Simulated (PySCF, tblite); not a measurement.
# C4H13FSSi3: geometry, infrared bands and NMR shifts

What infrared bands and NMR shifts should C4H13FSSi3 (`F[C@@H]1C[C@H]([SiH3])[Si@@H](S[SiH3])C1`) show?

The runs use tblite 0.8.0 and PySCF 2.14.0, with density-fitted response routines of our own; the level of theory stands in each step. All values are computed, except where a source is named. Atoms are numbered from 0 throughout.

## (1) Starting geometry

22 atoms, charge 0, multiplicity 1; geometry from: force field or distance geometry start.

Bonds of the start (Å): F0–C1 1.38, C1–C2 1.45, C2–C3 1.47, C3–Si4 1.82, C3–Si5 1.85, Si5–S6 2.13, S6–Si7 2.14, Si5–C8 1.87, C8–C1 1.50, C1–H9 1.13, C2–H10 1.12, C2–H11 1.13, C3–H12 1.13, Si4–H13 1.46, Si4–H14 1.49, Si4–H15 1.48, Si5–H16 1.45, Si7–H17 1.47, Si7–H18 1.47, Si7–H19 1.46, C8–H20 1.11, C8–H21 1.09.

## (2) Geometry optimisation with GFN2-xTB

What the job is given:

```
{"job": {"kind": "relax", "xc": "GFN2-xTB", "basis": "xTB"}, "charge": 0, "multiplicity": 1}
F     -2.283600    -1.869000    -1.241200
C     -1.793600    -1.587300     0.019200
C     -2.044100    -0.249800     0.530000
C     -0.931800     0.703200     0.409400
Si    -1.191800     2.176700    -0.634300
Si     0.497100    -0.325900    -0.172800
S      2.161700    -0.162600     1.151800
Si     3.989400     0.357400     0.157100
C     -0.350500    -1.980400     0.070800
H     -2.329400    -2.318500     0.699800
H     -2.377300    -0.305100     1.595800
H     -2.936100     0.184500    -0.010200
H     -0.684900     1.063200     1.455700
H     -2.570900     2.642000    -0.662600
H     -0.363000     3.273800    -0.071300
H     -0.671800     1.966500    -1.998700
H      0.828900    -0.050500    -1.559100
H      4.154500    -0.522100    -1.007700
H      5.061200     0.217700     1.151300
H      3.916800     1.762000    -0.237700
H     -0.063900    -2.307800     1.087400
H     -0.027300    -2.648700    -0.733400
```

Launch:

```sh
OMP_NUM_THREADS=1 python probes_run.py task.json out
```

One launch serves the whole session: the jobs run in the order shown.

**Question.** This job is followed by: GFN2-xTB harmonic vibrations, gas phase; GIAO PBE0/pcSseg-1 NMR shielding, non-relativistic, gas phase. Predict these results of the whole session: strongest single infrared mode (GFN2-xTB); zero-point energy (GFN2-xTB); 13C shifts against TMS (PBE0/pcSseg-1); 1H shifts against TMS (PBE0/pcSseg-1, means over atoms taken as alike); 19F shifts against CFCl3 (PBE0/pcSseg-1); 29Si shifts against TMS (PBE0/pcSseg-1); 33S shifts against CS2 (PBE0/pcSseg-1); surface potential, 1st and 99th percentile.

**Answer**, as computed:

| quantity | value |
| --- | --- |
| strongest single infrared mode (GFN2-xTB) | 796 cm⁻¹, 664 km/mol |
| zero-point energy (GFN2-xTB) | 95.1 kcal/mol |
| 13C shifts against TMS (PBE0/pcSseg-1) | 99.3, 40.8, 25.9, 5.9 ppm |
| 1H shifts against TMS (PBE0/pcSseg-1, means over atoms taken as alike) | 5.48, 5.18, 4.71, 4.00, 2.24, 2.00, 1.76, 0.98, 0.59 ppm |
| 19F shifts against CFCl3 (PBE0/pcSseg-1) | -188.0 ppm |
| 29Si shifts against TMS (PBE0/pcSseg-1) | 19.9, -58.0, -62.4 ppm |
| 33S shifts against CS2 (PBE0/pcSseg-1) | -296 ppm |
| surface potential, 1st and 99th percentile | -0.96 V and 1.23 V |

Relaxing lowered the energy by 0.882 eV in 233 steps; the close pair that moved most is C3–Si4, from 1.824 to 1.909 Å. No mode is imaginary among the 60: a minimum at this level. GFN2-xTB is a fitted tight-binding method: band positions and strengths are rough. Its intensities can rank the bands wrongly. The most deshielded hydrogen is H9 (hydrogen on an sp3 CH bonded to F), at 5.48 ppm: its carbon carries F, an electronegative neighbour. At PBE0/pcSseg-1: The widest tensor belongs to S6: span 130 ppm, with a paramagnetic part of -261 ppm.
